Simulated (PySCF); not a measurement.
# C4H4FNO: electronic excitations and core binding energies

Aim: predict the electronic excitations and core binding energies of C4H4FNO (`FCc1ccon1`).

The runs use PySCF 2.14.0, with density-fitted response routines of our own; the level of theory stands in each step. All values are computed, except where a source is named. Atoms count from 0, in the outputs and in this text.

### Step 1. The starting structure

11 atoms, charge 0, multiplicity 1; geometry from: GFN2-xTB.

Bonds of the start (Å): F0–C1 1.37, C1–C2 1.49, C2–C3 1.42, C3–C4 1.36, C4–O5 1.33, O5–N6 1.35, N6–C2 1.31, C1–H7 1.10, C1–H8 1.09, C3–H9 1.07, C4–H10 1.07.

### Step 2. Ultraviolet spectrum: wB97X-D/def2-SVPD

Job settings and geometry (Å):

```
{"job": {"kind": "uv", "xc": "wB97X-D", "basis": "def2-SVPD", "nstates": 8, "ntriplets": 3}, "charge": 0, "multiplicity": 1}
F     -1.954069     1.349025     0.295902
C     -1.700399     0.009745     0.153498
C     -0.234768    -0.242785     0.077665
C      0.792818     0.682660    -0.239315
C      1.922044    -0.076720    -0.183772
O      1.605441    -1.333635     0.130606
N      0.270941    -1.430167     0.294856
H     -2.198268    -0.315563    -0.768094
H     -2.142514    -0.505935     1.011283
H      0.685459     1.723075    -0.457336
H      2.958738     0.142970    -0.341257
```

With the program's defaults for keys left out, this is: TDDFT wB97X-D/def2-SVPD, vertical, gas phase, core orbitals frozen in the response.

Run with:

```
$ OMP_NUM_THREADS=1 python probes_run.py task.json out
```

One launch serves the whole session: the jobs run in the order shown.

The log of the run:

```text
coarse grid: 10064 points
cycle   1  E = -384.0583485322  dE =  1.463e+00  |g| = 5.949e-01  |ddm| = 5.130e+00
cycle   2  E = -384.0606932664  dE = -2.345e-03  |g| = 6.551e-01  |ddm| = 1.402e+00
cycle   3  E = -384.1318451883  dE = -7.115e-02  |g| = 8.342e-02  |ddm| = 6.860e-01
cycle   4  E = -384.1329498324  dE = -1.105e-03  |g| = 4.165e-02  |ddm| = 1.702e-01
cycle   5  E = -384.1333069796  dE = -3.571e-04  |g| = 1.250e-02  |ddm| = 7.666e-02
cycle   6  E = -384.1333420903  dE = -3.511e-05  |g| = 3.194e-03  |ddm| = 2.476e-02
cycle   7  E = -384.1333446961  dE = -2.606e-06  |g| = 8.936e-04  |ddm| = 7.203e-03
final grid: 100128 points
cycle   8  E = -384.1919618101  dE = -8.672e-05  |g| = 7.174e-03  |ddm| = 1.277e-01
cycle   9  E = -384.1919604645  dE =  1.346e-06  |g| = 8.418e-03  |ddm| = 1.865e-02
cycle  10  E = -384.1919717976  dE = -1.133e-05  |g| = 5.149e-04  |ddm| = 7.590e-03
cycle  11  E = -384.1919718430  dE = -4.537e-08  |g| = 5.137e-04  |ddm| = 1.949e-03
cycle  12  E = -384.1919719034  dE = -6.045e-08  |g| = 8.360e-05  |ddm| = 1.016e-03
cycle  13  E = -384.1919719056  dE = -2.180e-09  |g| = 3.616e-05  |ddm| = 2.019e-04
cycle  14  E = -384.1919719061  dE = -5.000e-10  |g| = 1.182e-05  |ddm| = 1.225e-04
converged SCF energy = -384.1919719061

Static polarisability (au): isotropic 54.293, principal 38.892 56.060 67.927

Singlet excitations
state   eV       nm        f      main configurations
  1   6.5402    189.6   0.00570   H-2->L 0.96
  2   6.6641    186.0   0.12510   H->L 0.87
  3   7.1281    173.9   0.03551   H-1->L 0.73, H->L 0.09, H->L+3 0.08
  4   7.9601    155.8   0.04088   H->L+1 0.72, H->L+2 0.18
  5   8.3788    148.0   0.21617   H->L+2 0.47, H-1->L+1 0.10, H-1->L 0.10
  6   8.5792    144.5   0.06717   H-1->L+1 0.56, H-1->L+2 0.10
  7   8.6274    143.7   0.01583   H-2->L+3 0.33, H-2->L+2 0.20, H-2->L+1 0.16
  8   8.7307    142.0   0.00119   H-3->L 0.63, H-5->L 0.13

Triplet excitations (Tamm-Dancoff, eV): 4.4122 5.4067 5.6912
```

Run time: 44 s. Hardware: 1 thread of Arm Neoverse N1, shared host; peak memory 0.73 GiB.

Frontier orbitals and where they lie:

```csv
orbital,eV,atoms
HOMO−3,-12.50,"F0 46 %, C1 18 %, C2 14 %"
HOMO−2,-10.93,"N6 64 %, O5 13 %, C2 12 %"
HOMO−1,-10.55,"O5 25 %, C2 23 %, C3 18 %"
HOMO,-9.86,"N6 29 %, C4 28 %, C3 22 %"
LUMO,1.10,"C4 23 %, N6 22 %, O5 18 %"
LUMO+1,2.33,"C1 20 %, C3 19 %, C4 16 %"
LUMO+2,2.63,"C4 26 %, H10 19 %, O5 12 %"
```

With each of the 8 states as a Gaussian band of 0.4 eV half-width at 1/e, the curve within the window shown has maxima at 185 nm (ε 5,700), 147 nm (ε 12,000) L/(mol cm). Beyond the last state computed it falls off for lack of states. The curve at chosen wavelengths:

```
 nm  ε (L/mol/cm)
137          1636
140          4685
143          8876
146         11703
148         11792
151          9549
154          6303
157          3663
160          2045
163          1300
165          1184
168          1438
171          2056
174          2917
177          3926
180          4901
182          5391
185          5678
188          5325
191          4443
194          3314
197          2226
199          1617
202           929
205           491
208           241
```

Leading natural transition orbitals of singlet state 5: the hole lies on N6 39 %; C4 23 %; C2, C3 about 9 % each; the particle on C2 17 %; H7 14 %; C3 13 %.

Leading natural transition orbitals of singlet state 1: the hole lies on N6 69 %; C2 11 %; O5 8 %; the particle on N6 28 %; C2, C4 about 20 % each; O5 15 %.

Ground-state properties from the same run:

| property | computed |
| --- | --- |
| dipole moment (D) | 1.70 |
| polarisability (Å³) | 8.05 |
| HOMO–LUMO gap (eV) | 10.96 |
| −ε(HOMO) (eV) | 9.86 |

The fields below are evaluated on a grid from the run's orbitals.

Frontier orbitals at wB97X-D/def2-SVPD, with the share of their density that lies nearest to each atom:

```csv
orbital,energy (eV),lies on
HOMO,-9.86,N6 33 %; C4 30 %; C3 23 %
LUMO,1.10,N6 24 %; C4 23 %; O5 15 %
```

ELF in a plane through or near 8 of the atoms.

Ten even steps from '0' (0.00) to '9' (1.00):
```
0000000000000000000000000000
0000000000000000000000000000
0000000000000100000000000000
0000000000004774000000000000
0000000354117998300000000000
0000001688628998200000000000
0000001698672375002331000000
0000000372183473016762000000
0000011168725854647862000000
0000799822413272912651000000
0001999921755966722410000000
0000899955822762147742000000
0000388512556730177885100000
0000011000699960278874100000
0000000000799970156542000000
0000000000699960012110000000
0000000000024100000000000000
0000000000000000000000000000
0000000000000000000000000000
0000000000000000000000000000
```
The map spans 11.1 Å across and 8.8 Å up, centred on the molecule. Atoms in the plane (x, y in Å): C1 (1.7, 0.1), C2 (0.2, 0.3), C3 (-0.8, -0.7), C4 (-1.9, 0.0), O5 (-1.7, 1.3), N6 (-0.3, 1.5), H9 (-0.6, -1.8), H10 (-3.0, -0.3).

On the surface of density 0.002 e/bohr³ the electrostatic potential runs, from the 1st to the 99th percentile, from -1.50 V near N6 to 1.54 V near H10.

### Step 3. Core holes by ΔSCF: SCAN, X2C

The job, as its differences from that of step 2:

```diff
@@ -1,2 +1,2 @@
-{"job": {"kind": "uv", "xc": "wB97X-D", "basis": "def2-SVPD", "nstates": 8, "ntriplets": 3}, "charge": 0, "multiplicity": 1}
+{"job": {"kind": "xps"}, "charge": 0, "multiplicity": 1}
 F     -1.954069     1.349025     0.295902
```

Level: delta-SCF UKS SCAN, pcX-2 on the ionised atom, pcseg-1 elsewhere, spin-free X2C.

The log of the run:

```text
ground state, core basis on atom 0 (F), 149 functions
  cycle   1  E = -384.58336225  |g| = 6.03e-01
  cycle   2  E = -384.49698790  |g| = 9.79e-01
  cycle   3  E = -384.63992045  |g| = 1.10e-01
  cycle   4  E = -384.64167480  |g| = 5.30e-02
  cycle   5  E = -384.64219268  |g| = 2.73e-02
  cycle   6  E = -384.64236141  |g| = 6.55e-03
  cycle   7  E = -384.64236874  |g| = 2.78e-03
  cycle   8  E = -384.64237120  |g| = 1.13e-03
  cycle   9  E = -384.64237028  |g| = 5.57e-04
  cycle  10  E = -384.64237155  |g| = 8.19e-05
  E(ground) = -384.65422429 Eh
hole in F 1s of atom 0
  cycle   1  E = -358.28751656  |g| = 2.58e+00
  cycle   2  E = -356.70009570  |g| = 2.56e+00
  cycle   3  E = -358.22309856  |g| = 1.30e+00
  cycle   4  E = -359.04989782  |g| = 5.30e-01
  cycle   5  E = -359.06788609  |g| = 4.58e-01
  cycle   6  E = -359.16637063  |g| = 9.70e-02
  cycle   7  E = -359.16967656  |g| = 4.03e-02
  cycle   8  E = -359.17041807  |g| = 1.24e-02
  cycle   9  E = -359.17045270  |g| = 1.01e-02
  cycle  10  E = -359.17049566  |g| = 1.41e-03
  cycle  11  E = -359.17049636  |g| = 6.65e-04
  cycle  12  E = -359.17049706  |g| = 1.99e-04
  E(ion) = -359.18787097 Eh   <S^2> = 0.7569   hole on atom = 1.000   binding energy = 692.975 eV
ground state, core basis on atom 1 (C), 149 functions
  cycle   1  E = -384.60046724  |g| = 8.80e-02
  cycle   2  E = -384.59902995  |g| = 1.17e-01
  cycle   3  E = -384.60109297  |g| = 2.21e-02
  cycle   4  E = -384.60113671  |g| = 1.39e-02
  cycle   5  E = -384.60117913  |g| = 2.92e-03
  cycle   6  E = -384.60118129  |g| = 3.87e-04
  E(ground) = -384.61058923 Eh
hole in C 1s of atom 1
  cycle   1  E = -373.25832710  |g| = 1.50e+00
  cycle   2  E = -370.29128363  |g| = 2.60e+00
  cycle   3  E = -373.34914594  |g| = 1.00e+00
  cycle   4  E = -373.72351418  |g| = 4.59e-01
  cycle   5  E = -373.78055738  |g| = 2.22e-01
  cycle   6  E = -373.79423010  |g| = 1.42e-01
  cycle   7  E = -373.80296304  |g| = 3.25e-02
  cycle   8  E = -373.80337505  |g| = 1.17e-02
  cycle   9  E = -373.80341572  |g| = 8.58e-03
  cycle  10  E = -373.80344599  |g| = 3.15e-03
  cycle  11  E = -373.80345067  |g| = 1.65e-03
  cycle  12  E = -373.80345402  |g| = 4.95e-04
  E(ion) = -373.81318580 Eh   <S^2> = 0.7716   hole on atom = 1.000   binding energy = 293.812 eV
ground state, core basis on atom 2 (C), 149 functions
  cycle   1  E = -384.60188381  |g| = 6.08e-02
  cycle   2  E = -384.60185680  |g| = 2.74e-02
  cycle   3  E = -384.60184717  |g| = 2.86e-02
  cycle   4  E = -384.60199767  |g| = 9.39e-03
  cycle   5  E = -384.60201953  |g| = 2.06e-03
  cycle   6  E = -384.60201816  |g| = 4.64e-04
  E(ground) = -384.61325262 Eh
hole in C 1s of atom 2
  cycle   1  E = -373.30286433  |g| = 1.52e+00
  cycle   2  E = -371.95919143  |g| = 2.28e+00
  cycle   3  E = -373.64178940  |g| = 7.27e-01
  cycle   4  E = -373.75050357  |g| = 5.42e-01
  cycle   5  E = -373.86080765  |g| = 1.63e-01
  cycle   6  E = -373.86762689  |g| = 8.54e-02
  cycle   7  E = -373.87067238  |g| = 3.66e-02
  cycle   8  E = -373.87134124  |g| = 1.07e-02
  cycle   9  E = -373.87140456  |g| = 4.97e-03
  cycle  10  E = -373.87143356  |g| = 2.71e-03
  cycle  11  E = -373.87145597  |g| = 1.66e-03
  cycle  12  E = -373.87146485  |g| = 9.62e-04
  cycle  13  E = -373.87146839  |g| = 5.63e-04
  cycle  14  E = -373.87146921  |g| = 4.31e-04
  E(ion) = -373.88101811 Eh   <S^2> = 0.7890   hole on atom = 1.000   binding energy = 292.039 eV
ground state, core basis on atom 3 (C), 149 functions
  cycle   1  E = -384.59950289  |g| = 5.88e-02
  cycle   2  E = -384.59931156  |g| = 3.44e-02
  cycle   3  E = -384.59919181  |g| = 4.07e-02
  cycle   4  E = -384.59957549  |g| = 1.02e-02
  cycle   5  E = -384.59959877  |g| = 9.91e-04
  cycle   6  E = -384.59959868  |g| = 3.42e-04
  E(ground) = -384.61046282 Eh
hole in C 1s of atom 3
  cycle   1  E = -373.33254942  |g| = 1.52e+00
  cycle   2  E = -372.31970412  |g| = 2.05e+00
  cycle   3  E = -373.65375198  |g| = 7.32e-01
  cycle   4  E = -373.77637283  |g| = 5.28e-01
  cycle   5  E = -373.89807608  |g| = 9.88e-02
  cycle   6  E = -373.90158172  |g| = 3.61e-02
  cycle   7  E = -373.90215154  |g| = 1.77e-02
  cycle   8  E = -373.90231787  |g| = 7.16e-03
  cycle   9  E = -373.90236098  |g| = 4.09e-03
  cycle  10  E = -373.90237967  |g| = 2.81e-03
  cycle  11  E = -373.90239949  |g| = 1.55e-03
  cycle  12  E = -373.90240358  |g| = 1.03e-03
  cycle  13  E = -373.90240520  |g| = 4.93e-04
  E(ion) = -373.91240848 Eh   <S^2> = 0.7814   hole on atom = 1.000   binding energy = 291.109 eV
ground state, core basis on atom 4 (C), 149 functions
  cycle   1  E = -384.60179787  |g| = 6.01e-02
  cycle   2  E = -384.60158891  |g| = 3.65e-02
  cycle   3  E = -384.60155411  |g| = 3.80e-02
  cycle   4  E = -384.60189398  |g| = 1.20e-02
  cycle   5  E = -384.60192626  |g| = 1.21e-03
  cycle   6  E = -384.60192560  |g| = 6.07e-04
  cycle   7  E = -384.60192632  |g| = 1.61e-04
  E(ground) = -384.61272087 Eh
hole in C 1s of atom 4
  cycle   1  E = -373.27989630  |g| = 1.51e+00
  cycle   2  E = -371.13397201  |g| = 2.57e+00
  cycle   3  E = -373.56588992  |g| = 7.94e-01
  cycle   4  E = -373.71762127  |g| = 5.54e-01
  cycle   5  E = -373.83967042  |g| = 1.85e-01
  cycle   6  E = -373.85109547  |g| = 6.58e-02
  cycle   7  E = -373.85213879  |g| = 4.13e-02
  cycle   8  E = -373.85295393  |g| = 1.53e-02
  cycle   9  E = -373.85309160  |g| = 5.40e-03
  cycle  10  E = -373.85314401  |g| = 3.72e-03
  cycle  11  E = -373.85319335  |g| = 2.79e-03
  cycle  12  E = -373.85320674  |g| = 1.44e-03
  cycle  13  E = -373.85321152  |g| = 4.94e-04
  E(ion) = -373.86247498 Eh   <S^2> = 0.8006   hole on atom = 1.000   binding energy = 292.529 eV
ground state, core basis on atom 5 (O), 149 functions
  cycle   1  E = -384.62782880  |g| = 1.02e-01
  cycle   2  E = -384.62539476  |g| = 1.18e-01
  cycle   3  E = -384.62704225  |g| = 7.68e-02
  cycle   4  E = -384.62826714  |g| = 1.08e-02
  cycle   5  E = -384.62829111  |g| = 3.17e-03
  cycle   6  E = -384.62829496  |g| = 1.09e-03
  cycle   7  E = -384.62829484  |g| = 2.93e-04
  E(ground) = -384.63729580 Eh
hole in O 1s of atom 5
  cycle   1  E = -363.92063865  |g| = 2.23e+00
  cycle   2  E = -361.24928970  |g| = 3.14e+00
  cycle   3  E = -363.89272035  |g| = 1.30e+00
  cycle   4  E = -364.55397597  |g| = 6.68e-01
  cycle   5  E = -364.72194856  |g| = 2.87e-01
  cycle   6  E = -364.74964740  |g| = 1.20e-01
  cycle   7  E = -364.75473378  |g| = 4.05e-02
  cycle   8  E = -364.75539830  |g| = 2.09e-02
  cycle   9  E = -364.75559913  |g| = 5.44e-03
  cycle  10  E = -364.75561326  |g| = 1.79e-03
  cycle  11  E = -364.75561666  |g| = 6.70e-04
  cycle  12  E = -364.75561755  |g| = 4.47e-04
  E(ion) = -364.76466683 Eh   <S^2> = 0.7664   hole on atom = 1.000   binding energy = 540.762 eV
ground state, core basis on atom 6 (N), 149 functions
  cycle   1  E = -384.61251102  |g| = 1.05e-01
  cycle   2  E = -384.60787767  |g| = 1.71e-01
  cycle   3  E = -384.61309027  |g| = 4.48e-02
  cycle   4  E = -384.61340899  |g| = 2.31e-02
  cycle   5  E = -384.61354518  |g| = 2.78e-03
  cycle   6  E = -384.61354400  |g| = 1.83e-03
  cycle   7  E = -384.61354541  |g| = 1.61e-04
  E(ground) = -384.62274564 Eh
hole in N 1s of atom 6
  cycle   1  E = -368.97219253  |g| = 1.86e+00
  cycle   2  E = -364.77491266  |g| = 3.21e+00
  cycle   3  E = -368.65955287  |g| = 1.53e+00
  cycle   4  E = -369.49885208  |g| = 7.09e-01
  cycle   5  E = -369.62825441  |g| = 3.82e-01
  cycle   6  E = -369.67488050  |g| = 1.70e-01
  cycle   7  E = -369.68771568  |g| = 3.97e-02
  cycle   8  E = -369.68843804  |g| = 1.68e-02
  cycle   9  E = -369.68856842  |g| = 6.22e-03
  cycle  10  E = -369.68859576  |g| = 2.27e-03
  cycle  11  E = -369.68860397  |g| = 1.18e-03
  cycle  12  E = -369.68860646  |g| = 8.73e-04
  cycle  13  E = -369.68860716  |g| = 3.68e-04
  E(ion) = -369.69712996 Eh   <S^2> = 0.7801   hole on atom = 1.000   binding energy = 406.147 eV
```

Wall time 94 s (1 thread of Arm Neoverse N1, shared host); peak memory 0.51 GiB.

Binding energies by hole, beside the orbital energy of the ground state; the difference holds orbital relaxation and, for a density functional, its self-interaction error:

```csv
hole,stands for,environment,ΔSCF (eV),−ε (eV),⟨S²⟩
F1s on F0,F0,fluorine on an sp3 carbon,692.97,666.8,0.757
C1s on C1,C1,"sp3 CH2 bonded to F, on an aromatic ring",293.81,276.3,0.772
C1s on C2,C2,substituted aromatic carbon next to a ring nitrogen,292.04,275.1,0.789
C1s on C3,C3,aromatic CH,291.11,274.2,0.781
C1s on C4,C4,aromatic CH next to the ring oxygen,292.53,275.7,0.801
O1s on O5,O5,aromatic ring oxygen,540.76,519.5,0.766
N1s on N6,N6,pyridine-type nitrogen of an azole,406.15,387.4,0.780
```

### Step 4. What came out

| quantity | value |
| --- | --- |
| lowest singlet (wB97X-D/def2-SVPD) | 6.54 eV (190 nm), f = 0.006 |
| brightest single state of those computed | state 5, 8.38 eV, f = 0.216 |
| lowest triplet | 4.41 eV |
| surface potential, 1st and 99th percentile | -1.50 V and 1.54 V |
| C1s binding energies, SCAN/pcX-2 | C1 293.81, C4 292.53, C2 292.04, C3 291.11 eV |
| F1s binding energies, SCAN/pcX-2 | F0 692.97 eV |
| O1s binding energies, SCAN/pcX-2 | O5 540.76 eV |
| N1s binding energies, SCAN/pcX-2 | N6 406.15 eV |

In words: The first singlet state (HOMO−2→LUMO 0.96) lies at 6.54 eV and is weak; of the 8 states computed, the strongest absorption comes from state 5 at 8.38 eV. The lowest triplet lies 2.13 eV below the lowest singlet (triplets in Tamm-Dancoff, singlets in full TDDFT). The C1s levels kept as sound span 2.70 eV, from C3 (aromatic CH) up to C1 (sp3 CH2 bonded to F, on an aromatic ring).
